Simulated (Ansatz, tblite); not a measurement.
**C₁₀H₁₀Cl₄N₂Sn: rung by rung**

The task here is to estimate one member of a computed series from the others.

The runs use Ansatz 0.2.0, Gaussian basis; as each input shows.

The runs, in order: GFN1-xTB, GFN2-xTB, PBE-D4/def2-TZVP, r2SCAN-D4/def2-TZVP, LDA/def2-TZVP, LC-ωPBE/def2-TZVP, ωB97X-V/def2-TZVP, LC-ωPBE(0.10)/def2-SVP, LC-ωPBE(0.15)/def2-SVP, LC-ωPBE(0.20)/def2-SVP, LC-ωPBE(0.30)/def2-SVP, PBE-D4/def2-SVP, PBE0-D4/def2-SVP, CCSD(T)/def2-SVP, RPA/def2-SVP.

2 further runs of the same task are left out: 1 that didn't finish, 1 set aside as unsound or not needed. Runs told in other sessions of the task aren't counted.

## The relaxed structure

The geometry is that of the singlet, from an earlier relaxation (PBE-D4/def2-SVP).

27 atoms, charge 0, spin multiplicity 1.

Bond lengths: Sn1–N2 2.380 Å, Sn1–Cl13 2.400 Å, Sn1–N14 2.380 Å, Sn1–Cl25 2.401 Å, Sn1–Cl26 2.451 Å, Sn1–Cl27 2.452 Å, N2–C3 1.346 Å, N2–C7 1.347 Å, C3–C4 1.400 Å, C3–H8 1.101 Å, C4–C5 1.402 Å, C4–H9 1.100 Å, C5–C6 1.403 Å, C5–H10 1.101 Å, C6–C7 1.399 Å, C6–H11 1.099 Å, C7–H12 1.101 Å, N14–C15 1.346 Å and more. Angles: N2–Sn1–Cl13 169.0°, N2–Sn1–N14 81.8°, N2–Sn1–Cl25 87.3°, N2–Sn1–Cl26 84.3°, N2–Sn1–Cl27 83.2°, Cl13–Sn1–N14 87.2°, Cl13–Sn1–Cl25 103.7°, Cl13–Sn1–Cl26 94.4°, Cl13–Sn1–Cl27 95.8°, N14–Sn1–Cl25 169.1°, N14–Sn1–Cl26 83.3°, N14–Sn1–Cl27 84.4°, Cl25–Sn1–Cl26 95.8°, Cl25–Sn1–Cl27 94.3°, Cl26–Sn1–Cl27 163.6°, Sn1–N2–C3 122.0°, Sn1–N2–C7 117.6°, C3–N2–C7 120.3° and more.

Sn takes a core potential in the def2 sets. No spin-orbit coupling is included.

PBE0-D4/def2-TZVP was run before; its log isn't repeated, and its numbers join the tables.

Set-up of the first run:

Tight binding, by tblite at 300 K electronic temperature and without a spin-polarisation term:

```python
tblite.interface.Calculator('GFN1-xTB', numbers, positions, charge=0, uhf=0).singlepoint()
```

Tight binding, by tblite at 300 K electronic temperature and without a spin-polarisation term:

```python
tblite.interface.Calculator('GFN2-xTB', numbers, positions, charge=0, uhf=0).singlepoint()
```

start.molden holds the orbitals of an earlier run on this state, given as this run's starting guess.

in.yaml

```yaml
crystal:
  periodic: [false, false, false]
  atoms:
    - {symbol: Sn, position_ang: [-1.582162, -0.158067, -1.673878]}
    - {symbol: N, position_ang: [-1.483386, -0.047533, 0.701157]}
    - {symbol: C, position_ang: [-0.797514, 0.917529, 1.341823]}
    - {symbol: C, position_ang: [-0.773868, 0.995513, 2.738965]}
    - {symbol: C, position_ang: [-1.499915, 0.051573, 3.479528]}
    - {symbol: C, position_ang: [-2.224514, -0.937302, 2.797750]}
    - {symbol: C, position_ang: [-2.190536, -0.957455, 1.399055]}
    - {symbol: H, position_ang: [-0.290761, 1.653410, 0.697742]}
    - {symbol: H, position_ang: [-0.199654, 1.793745, 3.231060]}
    - {symbol: H, position_ang: [-1.505865, 0.089794, 4.579599]}
    - {symbol: H, position_ang: [-2.815019, -1.691304, 3.337218]}
    - {symbol: H, position_ang: [-2.726426, -1.711648, 0.801856]}
    - {symbol: Cl, position_ang: [-1.224660, -0.241922, -4.046049]}
    - {symbol: N, position_ang: [0.782332, -0.019664, -1.439404]}
    - {symbol: C, position_ang: [1.468660, -0.853803, -0.636317]}
    - {symbol: C, position_ang: [2.863312, -0.792854, -0.536395]}
    - {symbol: C, position_ang: [3.554446, 0.151928, -1.308374]}
    - {symbol: C, position_ang: [2.827388, 1.002577, -2.153863]}
    - {symbol: C, position_ang: [1.433214, 0.888812, -2.191794]}
    - {symbol: H, position_ang: [0.866910, -1.601926, -0.096525]}
    - {symbol: H, position_ang: [3.392907, -1.486449, 0.132261]}
    - {symbol: H, position_ang: [4.651844, 0.220820, -1.256045]}
    - {symbol: H, position_ang: [3.328219, 1.751386, -2.783539]}
    - {symbol: H, position_ang: [0.801173, 1.531316, -2.824270]}
    - {symbol: Cl, position_ang: [-3.969633, -0.280481, -1.454288]}
    - {symbol: Cl, position_ang: [-1.448153, 2.286455, -1.549764]}
    - {symbol: Cl, position_ang: [-1.238349, -2.554436, -1.287498]}
basis:
  gaussian: {orbitals: def2-TZVP, fitting: {mean_field: def2-universal-jkfit}, initial_orbitals: start.molden}
hamiltonian: {xc: pbe, dispersion: d4}
scf: {omitted_lower_state_checks: [starts]}
output: {orbitals: {seedname: orbitals}}
```

The run is started by

```bash
$ ansatz run in.yaml --threads 2 --pin off --events-out ev --progress --plain --max-ram 32768MiB --backend cuda --devices 0, --max-vram 18GiB
```

Steps of the session up to this table: PBE-D4/def2-TZVP; r2SCAN-D4/def2-TZVP; LDA/def2-TZVP; LC-ωPBE/def2-TZVP; ωB97X-V/def2-TZVP; LC-ωPBE(0.10)/def2-SVP; LC-ωPBE(0.15)/def2-SVP; LC-ωPBE(0.20)/def2-SVP; LC-ωPBE(0.30)/def2-SVP; PBE-D4/def2-SVP; PBE0-D4/def2-SVP; CCSD(T)/def2-SVP; RPA/def2-SVP.

One table of the session follows, with a row left open; its other results are not shown here.

It belongs to the step «Binding energy». 

| method | binding an atom (eV) |
| --- | --- |
| HF/def2-SVP | 3.297 |
| LDA/def2-TZVP | ? |
| PBE-D4/def2-SVP | 4.793 |
| PBE-D4/def2-TZVP | 4.724 |
| r2SCAN-D4/def2-TZVP | 4.572 |
| PBE0-D4/def2-SVP | 4.677 |
| PBE0-D4/def2-TZVP | 4.608 |
| LC-ωPBE/def2-TZVP | 4.510 |
| ωB97X-V/def2-TZVP | 4.547 |
| MP2/def2-SVP | 4.452 |
| CCSD/def2-SVP | 4.253 |
| CCSD(T)/def2-SVP | 4.333 |

Q: Estimate the row for LDA/def2-TZVP from the others.

As computed: binding an atom (eV): 5.291. In the column «binding an atom (eV)» it is the highest.

Limits of these values: Free atoms were run apart at each level; binding is atoms less cluster, divided by the number of atoms, without zero-point or spin-orbit terms.
